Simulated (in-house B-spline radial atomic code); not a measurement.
# Ta¹²⁺: excited configurations in jj coupling

Wanted: excitation energies of Ta¹²⁺ as differences of total energies (ΔSCF).

The numbers are computed with in-house B-spline radial atomic code version 1 (Dirac-Hartree-Fock, average of configuration, Fermi nucleus, basis-set limit), except any that are marked as measured or tabulated.

### Step 1. What is computed

| Item | Value |
| --- | --- |
| element | tantalum (Z = 73) |
| charge | +12 |
| electrons | 61 |
| configuration | 1s2 2s2 2p6 3s2 3p6 3d10 4s2 4p6 4d10 4f-6 4f+7 5s2 |
| Hamiltonian | Dirac-Coulomb |
| nucleus | Fermi, rms radius 5.351 fm |

In configurations, a minus sign after the shell means j = l − 1/2 and a plus sign j = l + 1/2; the count of electrons follows.

Settings, as recorded:

```ini
Z = 73
electrons = 61.0
configuration = 1s2 2s2 2p6 3s2 3p6 3d10 4s2 4p6 4d10 4f-6 4f+7 5s2
hamiltonian = dirac
method = hf
spin_polarised = False
nucleus = fermi
rms_radius = 5.3507
mass_number = 181
atomic_mass = 180.947998528
speed_of_light = 137.035999084
```

This reference run was done before. Its total energy is -15571.344564 hartree, and its levels are (the highest eight at most):

```tsv
orbital	occupation	energy (eV)	<r> (bohr)
4s1/2	2	-814.61	0.4580
4p1/2	2	-713.46	0.4647
4p3/2	4	-647.55	0.4951
4d3/2	4	-482.48	0.5109
4d5/2	6	-468.53	0.5218
5s1/2	2	-275.55	1.007
4f5/2	6	-259.74	0.5720
4f7/2	7	-256.98	0.5791
```

### Step 2. Configuration 1s2 2s2 2p6 3s2 3p6 3d10 4s2 4p6 4d10 4f-5 4f+7 5s2 7f-1

Settings, as recorded:

```ini
Z = 73
electrons = 61.0
configuration = 1s2 2s2 2p6 3s2 3p6 3d10 4s2 4p6 4d10 4f-5 4f+7 5s2 7f-1
hamiltonian = dirac
method = hf
spin_polarised = False
nucleus = fermi
rms_radius = 5.3507
mass_number = 181
atomic_mass = 180.947998528
speed_of_light = 137.035999084
```

### Step 3. 1s2 2s2 2p6 3s2 3p6 3d10 4s2 4p6 4d10 4f-6 4f+6 5s2 7d-1

Settings: those of step 2 with these lines changed.

```diff
@@ -2,3 +2,3 @@
 electrons = 61.0
-configuration = 1s2 2s2 2p6 3s2 3p6 3d10 4s2 4p6 4d10 4f-5 4f+7 5s2 7f-1
+configuration = 1s2 2s2 2p6 3s2 3p6 3d10 4s2 4p6 4d10 4f-6 4f+6 5s2 7d-1
 hamiltonian = dirac
```

### Step 4. 1s2 2s2 2p6 3s2 3p6 3d10 4s2 4p6 4d10 4f-4 4f+8 5s2 8p-1

Settings: those of step 3 with these lines changed.

```diff
@@ -2,3 +2,3 @@
 electrons = 61.0
-configuration = 1s2 2s2 2p6 3s2 3p6 3d10 4s2 4p6 4d10 4f-6 4f+6 5s2 7d-1
+configuration = 1s2 2s2 2p6 3s2 3p6 3d10 4s2 4p6 4d10 4f-4 4f+8 5s2 8p-1
 hamiltonian = dirac
```

### Step 5. Run with 1s2 2s2 2p6 3s2 3p6 3d10 4s2 4p6 4d10 4f-4 4f+8 5s2 6d+1

Settings: those of step 4 with these lines changed.

```diff
@@ -2,3 +2,3 @@
 electrons = 61.0
-configuration = 1s2 2s2 2p6 3s2 3p6 3d10 4s2 4p6 4d10 4f-4 4f+8 5s2 8p-1
+configuration = 1s2 2s2 2p6 3s2 3p6 3d10 4s2 4p6 4d10 4f-4 4f+8 5s2 6d+1
 hamiltonian = dirac
```

### Step 6. Run with 1s2 2s2 2p6 3s2 3p6 3d10 4s2 4p6 4d-3 4d+6 4f-5 4f+8 5s2 5g-1

Settings: those of step 5 with these lines changed.

```diff
@@ -2,3 +2,3 @@
 electrons = 61.0
-configuration = 1s2 2s2 2p6 3s2 3p6 3d10 4s2 4p6 4d10 4f-4 4f+8 5s2 6d+1
+configuration = 1s2 2s2 2p6 3s2 3p6 3d10 4s2 4p6 4d-3 4d+6 4f-5 4f+8 5s2 5g-1
 hamiltonian = dirac
```

### Step 7. 1s2 2s2 2p6 3s2 3p6 3d10 4s2 4p6 4d10 4f-5 4f+8 5s2

Settings: those of step 6 with these lines changed.

```diff
@@ -2,3 +2,3 @@
 electrons = 61.0
-configuration = 1s2 2s2 2p6 3s2 3p6 3d10 4s2 4p6 4d-3 4d+6 4f-5 4f+8 5s2 5g-1
+configuration = 1s2 2s2 2p6 3s2 3p6 3d10 4s2 4p6 4d10 4f-5 4f+8 5s2
 hamiltonian = dirac
```

**Question.** How far above the reference does each configuration lie (order and size, in eV)?

**Answer**, as computed:

| net move | configuration | energy above the reference (eV) | with Breit, QED, recoil (eV) | largest <r> (bohr) |
| --- | --- | --- | --- | --- |
| 4f5/2 → 4f7/2 | 1s2 2s2 2p6 3s2 3p6 3d10 4s2 4p6 4d10 4f-5 4f+8 5s2 | 1.995 | 1.916 | 1.01 |
| 2×4f5/2 → 4f7/2, 6d5/2 | 1s2 2s2 2p6 3s2 3p6 3d10 4s2 4p6 4d10 4f-4 4f+8 5s2 6d+1 | 148.00 | 148.00 | 2.27 |
| 4f7/2 → 7d3/2 | 1s2 2s2 2p6 3s2 3p6 3d10 4s2 4p6 4d10 4f-6 4f+6 5s2 7d-1 | 179.41 | 179.57 | 3.44 |
| 2×4f5/2 → 4f7/2, 8p1/2 | 1s2 2s2 2p6 3s2 3p6 3d10 4s2 4p6 4d10 4f-4 4f+8 5s2 8p-1 | 195.82 | 195.84 | 4.32 |
| 4f5/2 → 7f5/2 | 1s2 2s2 2p6 3s2 3p6 3d10 4s2 4p6 4d10 4f-5 4f+7 5s2 7f-1 | 196.25 | 196.30 | 4.05 |
| 4d3/2, 4f5/2 → 4f7/2, 5g7/2 | 1s2 2s2 2p6 3s2 3p6 3d10 4s2 4p6 4d-3 4d+6 4f-5 4f+8 5s2 5g-1 | 382.95 | 382.42 | 2.02 |

**Reading.** At the bottom stands 4f5/2 → 4f7/2 (1.995 eV), at the top 4d3/2, 4f5/2 → 4f7/2, 5g7/2 (382.95 eV). Koopmans' estimate of the ionisation threshold is 256.98 eV; 1 configuration exceeds it by over 2 % and could autoionise. Two partly filled shells share a symmetry and can mix in the average, which may lower the energy, for: 4f5/2 → 7f5/2. These are averages over configurations, without correlation, not spectroscopic levels.
